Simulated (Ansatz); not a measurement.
# GaAs: the cost of one run

All numbers below are computed with Ansatz 0.2.0 (DFT PBE, scalar-relativistic, plane waves, PAW).

### Step 1. The starting structure

The cell holds 32 atoms (As16BGa15): a = 9.952 Å, b = 9.952 Å, c = 9.952 Å, α = 109.47°, β = 109.47°, γ = 109.47°.

The coordinates of this cell stand in the input of its own run.

The host was relaxed before at PBE: a = 5.746 Å, b = 5.746 Å, c = 5.746 Å, α = 90.00°, β = 90.00°, γ = 90.00° (conventional cell), 23.714 Å³/atom.

Places, in fractions of the supercell: B in place of Ga at (0.250, 0.500, 0.250). The start keeps the symmetry of the ideal site.

### Step 2. The perfect crystal in the supercell of 32 atoms

Input file input.yaml:

```yaml
crystal:
  lattice:
    - [-5.7459815546, -5.7459815546, 5.7459815546]
    - [5.7459815546, 5.7459815546, 5.7459815546]
    - [-5.7459815546, 5.7459815546, -5.7459815546]
  atoms:
    - { symbol: Ga, position: [0.25, 0.5, 0.25] }
    - { symbol: Ga, position: [0.5, 0.5, 0.0] }
    - { symbol: Ga, position: [0.25, 0.75, 0.0] }
    - { symbol: Ga, position: [0.75, 0.5, 0.75] }
    - { symbol: Ga, position: [0.5, 0.75, 0.75] }
    - { symbol: Ga, position: [0.25, 0.0, 0.75] }
    - { symbol: Ga, position: [0.0, 0.5, 0.5] }
    - { symbol: Ga, position: [0.75, 0.75, 0.5] }
    - { symbol: Ga, position: [0.5, 0.0, 0.5] }
    - { symbol: Ga, position: [0.25, 0.25, 0.5] }
    - { symbol: Ga, position: [0.0, 0.75, 0.25] }
    - { symbol: Ga, position: [0.75, 0.0, 0.25] }
    - { symbol: Ga, position: [0.5, 0.25, 0.25] }
    - { symbol: Ga, position: [0.0, 0.0, 0.0] }
    - { symbol: Ga, position: [0.75, 0.25, 0.0] }
    - { symbol: Ga, position: [0.0, 0.25, 0.75] }
    - { symbol: As, position: [0.0, 0.25, 0.0] }
    - { symbol: As, position: [0.25, 0.25, 0.75] }
    - { symbol: As, position: [0.0, 0.5, 0.75] }
    - { symbol: As, position: [0.5, 0.25, 0.5] }
    - { symbol: As, position: [0.25, 0.5, 0.5] }
    - { symbol: As, position: [0.0, 0.75, 0.5] }
    - { symbol: As, position: [0.75, 0.25, 0.25] }
    - { symbol: As, position: [0.5, 0.5, 0.25] }
    - { symbol: As, position: [0.25, 0.75, 0.25] }
    - { symbol: As, position: [0.0, 0.0, 0.25] }
    - { symbol: As, position: [0.75, 0.5, 0.0] }
    - { symbol: As, position: [0.5, 0.75, 0.0] }
    - { symbol: As, position: [0.25, 0.0, 0.0] }
    - { symbol: As, position: [0.75, 0.75, 0.75] }
    - { symbol: As, position: [0.5, 0.0, 0.75] }
    - { symbol: As, position: [0.75, 0.0, 0.5] }
basis:
  ecutwfc: 420
  xc_grid: 2
kpoints:
  mp_grid: { grid: [3, 3, 3], shift: [0.0, 0.0, 0.0] }
hamiltonian:
  xc: pbe
scf:
  occupations: { method: gaussian, width: 0.05 }
output:
  forces: true
  stress: true
  eigenvalues: true
  write_density: true
  write_potential: true
  elf: true
  volumetric_format: npy
```

Command:

```console
ansatz run input.yaml --threads 8 --pin off --max-ram 16384MiB --backend cpu --events-out ev --progress --plain --runs-dir out
```

What time and memory should one allow on 8 threads of Arm Neoverse V1, shared host?

About 22 s, with a peak of 3.6 GiB.
